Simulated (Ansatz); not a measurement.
# LuSb: how the settings move a relaxation

How sensitive is a relaxation of LuSb to its settings? A reference run comes first, then one run with altered input.

Method: reference: DFT, LDA, PAW with Ansatz's default frozen-core files, scalar-relativistic, in Ansatz 0.2.0.

**1. Starting point**

It takes space group Fm-3m (No. 225, cubic). The conventional cell has a = 6.079 Å, b = 6.079 Å, c = 6.079 Å, α = 90.00°, β = 90.00°, γ = 90.00°. Lu (site symmetry m-3m) is surrounded by 6 Sb at 3.04 Å. Sb (site symmetry m-3m) is surrounded by 6 Lu at 3.04 Å.

As a file:

```xyz
2
Lattice="0.0000 3.0393 3.0393 3.0393 0.0000 3.0393 3.0393 3.0393 0.0000" Properties=species:S:1:pos:R:3 pbc="T T T"
Lu    0.0000    0.0000    0.0000
Sb    3.0393    3.0393    3.0393
```

**2. The reference run**

Contents of input.yaml:

```yaml
crystal:
  lattice:
    - [0.0, 3.0393308489, 3.0393308489]
    - [3.0393308489, 0.0, 3.0393308489]
    - [3.0393308489, 3.0393308489, 0.0]
  atoms:
    - { symbol: Lu, position: [0.0, 0.0, 0.0] }
    - { symbol: Sb, position: [0.5, 0.5, 0.5] }
kpoints:
  mp_grid: { grid: [10, 10, 10] }
scf:
  occupations: { method: fermi_dirac, width: 0.05 }
hamiltonian:
  xc: lda
  pseudopotentials: { kind: paw }
output:
  forces: true
  stress: true
  write_density: true
  write_potential: true
  elf: true
  volumetric_format: npy
relax:
  f_tol: 0.01
  max_steps: 30
```

Started as:

```sh
ansatz run input.yaml --threads 1 --pin off --max-ram 2048MiB --backend cpu --events-out ev --progress --plain --runs-dir out
```

**3. Variant: dispersion d4**

input.yaml: that of step 2 with these lines changed.

```diff
@@ -15,2 +15,3 @@
   pseudopotentials: { kind: paw }
+  dispersion: d4
 output:
@@ -18,6 +19,2 @@
   stress: true
-  write_density: true
-  write_potential: true
-  elf: true
-  volumetric_format: npy
 relax:
```

Before running it: what results should come out? Wanted: for each run, ending; energy change; pressure; gap; force.

**Answer**, as computed:

| run | ending | energy change | pressure (GPa) | gap (eV) | force (eV/Å) | cycles | time |
| --- | --- | --- | --- | --- | --- | --- | --- |
| reference | converged | 0 | -4.8 | 0.00 | 0.00 | 7 | 3.5 s |
| 1: dispersion d4 | converged | -368.1 meV/atom (offset of the dispersion model) | -6.9 | 0.00 | 0.00 | 7 | 3 s |

Times don't compare one to one where runs were asked for different outputs or read a saved state (see the inputs); cycles may leave out searches for a lower state.

What this shows: The energy moves by -368.1 meV/atom, nearly all of it the dispersion term itself (-368.1 meV/atom); that offset belongs to the model and is no gain or loss of stability; the pressure goes from -4.8 to -6.9 GPa. The damping parameters are borrowed, as the log notes. Symmetry fixes the atoms and the cell is held, so no setting can move this relaxation. 
